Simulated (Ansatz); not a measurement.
**BCl3+ (doublet): energies up the ladder**

The task, for BCl3+ (doublet): energies up the ladder. Charge +1. Spin multiplicity 2.

Computed with Ansatz 0.2.0 (the levels named in each step, unless a step's input says otherwise).

**1. The system as given**

Bond lengths: Cl1–B2 1.724 Å, B2–Cl3 1.723 Å, B2–Cl4 1.724 Å. Angles: Cl1–B2–Cl3 120.0°, Cl1–B2–Cl4 120.0°, Cl3–B2–Cl4 120.0°.

Structure file:

```xyz
4

Cl   -0.8604   -1.4933   -0.0027
B    -0.0002    0.0004   -0.0006
Cl   -0.8630    1.4917    0.0065
Cl    1.7234    0.0015   -0.0036
```

**2. A rough first relaxation, PBE-D4/def2-SVP**

Input file input.yaml:

```yaml
crystal:
  periodic: [false, false, false]
  atoms:
    - { symbol: Cl, position_ang: [-0.86038, -1.49328, -0.00275] }
    - { symbol: B, position_ang: [-0.00021, 0.00038, -0.00059] }
    - { symbol: Cl, position_ang: [-0.86303, 1.49174, 0.00654] }
    - { symbol: Cl, position_ang: [1.72341, 0.00154, -0.00361] }
magnetization:
  spin_polarized: true
  initial_magnetization: 1
total_charge: 1
basis:
  gaussian: { orbitals: def2-SVP }
hamiltonian:
  xc: pbe
  dispersion: d4
relax:
  f_tol: 0.03
  max_steps: 200
```

The run is started by

```
> ansatz run input.yaml --threads 4 --pin off --max-ram 10240MiB --backend cpu --events-out ev --progress --plain --runs-dir out
```

The runs that follow: Relaxation, PBE0-D4/def2-TZVPP; Frequencies, PBE0-D4/def2-TZVPP; Single point, PBE-D4/def2-TZVPP; Single point, r2SCAN-D4/def2-TZVPP; Single point, B3LYP-D4/def2-TZVPP; Single point, wB97M-V/def2-TZVPP; Single point, B2PLYP/def2-TZVPP; Single point, LDA/def2-TZVPP; Single point, PBE0-D4/def2-SVP; Single point, PBE-D4/def2-SVP; Single point, CCSD(T)/def2-TZVPP; Single point, MP2/def2-QZVPP.

Q: Predict the outcome of this session. Wanted: Cl1–B2 at PBE0-D4/def2-TZVPP; B2–Cl3 at PBE0-D4/def2-TZVPP; B2–Cl4 at PBE0-D4/def2-TZVPP; frequencies at PBE0-D4/def2-TZVPP; energy at CCSD(T)/CBS.

**Answer**, as computed:

```
                         quantity           value
     Cl1–B2 at PBE0-D4/def2-TZVPP         1.719 Å
     B2–Cl3 at PBE0-D4/def2-TZVPP         1.719 Å
     B2–Cl4 at PBE0-D4/def2-TZVPP         1.719 Å
frequencies at PBE0-D4/def2-TZVPP  86 to 831 cm⁻¹
            energy at CCSD(T)/CBS   -38199.619 eV
```

In words: No mode is imaginary, so the geometry is a minimum. These totals serve in differences with atoms or fragments at the same level; alone they don't rank the methods. A T1 diagnostic of 0.077 (charge +1) lies over the usual mark for one of the runs, a hint of some multireference character there.
